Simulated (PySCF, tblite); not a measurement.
**C8H9O radical: geometry, infrared bands and EPR parameters**

Aim: predict the infrared bands and EPR parameters of C8H9O radical (`[CH2]c1ccc(CC=C)o1`).

Programs: tblite 0.8.0 and PySCF 2.14.0, with density-fitted response routines of our own. Each step states its level of theory. These are calculated values for one molecule in the gas phase, unless marked as measured. Atoms are numbered from 0 throughout.

## Step 1: The starting structure

18 atoms, charge 0, multiplicity 2; geometry from: force field or distance geometry start.

Bonds of the start (Å): C0–C1 1.51, C1–C2 1.41, C2–C3 1.41, C3–C4 1.37, C4–C5 1.49, C5–C6 1.50, C6–C7 1.32, C4–O8 1.34, O8–C1 1.28, C0–H9 1.09, C0–H10 1.13, C2–H11 1.06, C3–H12 1.10, C5–H13 1.13, C5–H14 1.11, C6–H15 1.07, C7–H16 1.10, C7–H17 1.08.

## Step 2: Optimising the geometry with GFN2-xTB

What the job is given:

```
{"job": {"kind": "relax", "xc": "GFN2-xTB", "basis": "xTB"}, "charge": 0, "multiplicity": 2}
C      3.547200    -0.155500    -0.673700
C      2.175700    -0.129100    -0.053300
C      1.780700    -0.822500     1.103600
C      0.427000    -0.509800     1.323700
C      0.088900     0.348600     0.304400
C     -1.228900     0.997400     0.033900
C     -2.087500     0.142200    -0.856200
C     -3.239400    -0.238900    -0.327600
O      1.161000     0.532500    -0.472500
H      3.603600    -0.933000    -1.434300
H      3.727800     0.843100    -1.166100
H      2.333600    -1.473300     1.728400
H     -0.214500    -0.871100     2.140500
H     -1.098200     1.949800    -0.556100
H     -1.776500     1.265500     0.966700
H     -1.767600    -0.137200    -1.841900
H     -3.934900    -0.866000    -0.904100
H     -3.506700     0.063400     0.672900
```

Started as:

```sh
> OMP_NUM_THREADS=1 python probes_run.py task.json out
```

One launch serves the whole session: the jobs run in the order shown.

**Question.** This job is followed by: GFN2-xTB harmonic vibrations, gas phase; UKS B3LYP, pcH-1 on C H O, non-relativistic, mean-field spin-orbit, GIAO. What will the session give for the following? strongest single infrared mode (GFN2-xTB); zero-point energy (GFN2-xTB); g(iso) (B3LYP); ⟨S²⟩; largest a(iso) (averaged by class); potential on the surface of density 0.002 e/bohr³, 1st and 99th percentile.

The runs gave:

| quantity | value |
| --- | --- |
| strongest single infrared mode (GFN2-xTB) | 713 cm⁻¹, 51 km/mol |
| zero-point energy (GFN2-xTB) | 89.2 kcal/mol |
| g(iso) (B3LYP) | 2.00271 |
| ⟨S²⟩ | 0.776 (exact 0.75) |
| largest a(iso) (averaged by class) | 13C on C0, 48.3 MHz |
| potential on the surface of density 0.002 e/bohr³, 1st and 99th percentile | -0.84 V and 0.95 V |

What this shows: Over 60 steps the energy fell by 1.583 eV; of the close pairs, C0–C1 changed most, 1.506 to 1.363 Å. No mode is imaginary among the 48: a minimum at this level. The strongest single mode, at 713 cm⁻¹, moves mainly H10 and H9. Unscaled tight-binding wavenumbers are off by several per cent, some by more. Its intensities can rank the bands wrongly. C0 carries the largest spin population, 0.63 e. The isotropic g lies 0.4 ppt above the free-electron value. The conformer search found further structures of the same energy, which may be mirror or relabelled copies of this one.
